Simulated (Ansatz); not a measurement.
# Cd: response to strain

Aim: deform Cd (equal xy, yz and zx engineering shear strains of -3 %) and compute stress, forces and field gradients with LAPW, PAW and all-electron datasets made for the crystal.

Program: Ansatz 0.2.0. Level of theory: DFT PBEsol, scalar-relativistic. These are calculated values, not measurements.

### 1 The system as given

It takes space group P6_3/mmc (No. 194, hexagonal). The conventional cell has a = 2.979 Å, b = 2.979 Å, c = 5.618 Å, α = 90.00°, β = 90.00°, γ = 120.00°. Cd (site symmetry -6m2) is surrounded by 12 Cd at 2.98 to 3.29 Å.

Structure file:

```xyz
2
Lattice="2.9789 0.0000 0.0000 -1.4894 2.5798 0.0000 0.0000 0.0000 5.6177" Properties=species:S:1:pos:R:3 pbc="T T T"
Cd    0.0000    1.7199    1.4044
Cd    1.4894    0.8599    4.2132
```

Atoms are numbered in the order of the input: Cd1, Cd2.

### 2 After the deformation

Space group P6_3/mmc before, P-1 after.

### 3 LAPW, all electrons

The input, input.yaml:

```yaml
crystal:
  lattice:
    - [2.9788725081, -0.0446830876, -0.0446830876]
    - [-1.528132943, 2.6021208104, -0.0163551452]
    - [-0.08426475, -0.08426475, 5.61765]
  atoms:
    - { symbol: Cd, position: [0.3333333333, 0.6666666667, 0.25] }
    - { symbol: Cd, position: [0.6666666667, 0.3333333333, 0.75] }
kpoints:
  mp_grid: { grid: [14, 14, 7] }
  band_path:
    path:
      - [0.0, 0.0, 0.0]
      - [0.0, 0.0, 0.5]
      - [-0.5, 0.5, 0.0]
      - [0.0, 0.0, 0.0]
      - [0.0, -0.5, 0.0]
      - [-0.5, 0.0, 0.5]
      - [0.0, 0.0, 0.0]
      - [-0.5, 0.0, 0.0]
      - [0.0, -0.5, 0.5]
    npoints: 5
scf:
  occupations: { method: fermi_dirac, width: 0.05 }
hamiltonian:
  xc: pbesol
  pseudopotentials: { kind: all_electron, lapw: { basis_error: 0.00025 } }
output:
  forces: true
  stress: true
  eigenvalues: true
```

Command:

```bash
$ ansatz run input.yaml --threads 1 --pin off --max-ram 3072MiB --backend cpu --events-out ev --progress --plain --runs-dir out
```

### 4 PAW with frozen cores

The input, input.yaml:

```yaml
crystal:
  lattice:
    - [2.9788725081, -0.0446830876, -0.0446830876]
    - [-1.528132943, 2.6021208104, -0.0163551452]
    - [-0.08426475, -0.08426475, 5.61765]
  atoms:
    - { symbol: Cd, position: [0.3333333333, 0.6666666667, 0.25] }
    - { symbol: Cd, position: [0.6666666667, 0.3333333333, 0.75] }
kpoints:
  mp_grid: { grid: [14, 14, 7] }
scf:
  occupations: { method: fermi_dirac, width: 0.05 }
hamiltonian:
  xc: pbesol
  pseudopotentials: { kind: paw }
output:
  forces: true
  stress: true
  eigenvalues: true
  efg: { contact_densities: true }
  write_density: true
  write_potential: true
  elf: true
  volumetric_format: npy
```

### 5 All-electron PAW on datasets made for the crystal

input.yaml, as its differences from that of step 4:

```diff
@@ -14,3 +14,3 @@
   xc: pbesol
-  pseudopotentials: { kind: paw }
+  pseudopotentials: { kind: all_electron, datasets: crystal }
 output:
@@ -20,5 +20 @@
   efg: { contact_densities: true }
-  write_density: true
-  write_potential: true
-  elf: true
-  volumetric_format: npy
```

(Steps that only read results are left out.)

What does the calculation give? Wanted: pressure; largest shear or deviatoric stress.

As calculated:

| quantity | value |
| --- | --- |
| pressure | LAPW -1.29, PAW -1.28, crystal datasets -1.29 GPa |
| largest shear or deviatoric stress (LAPW) | 0.64 GPa |

In words: The largest part of the stress beyond the pressure is 0.64 GPa in size, in the xy component; the atoms are carried along and not relaxed. No run of the undeformed cell stands beside it, so the pressure holds what the given cell had before the change. PAW: stress within 0.01 GPa of LAPW. Crystal datasets: stress within 0.01 GPa of LAPW.
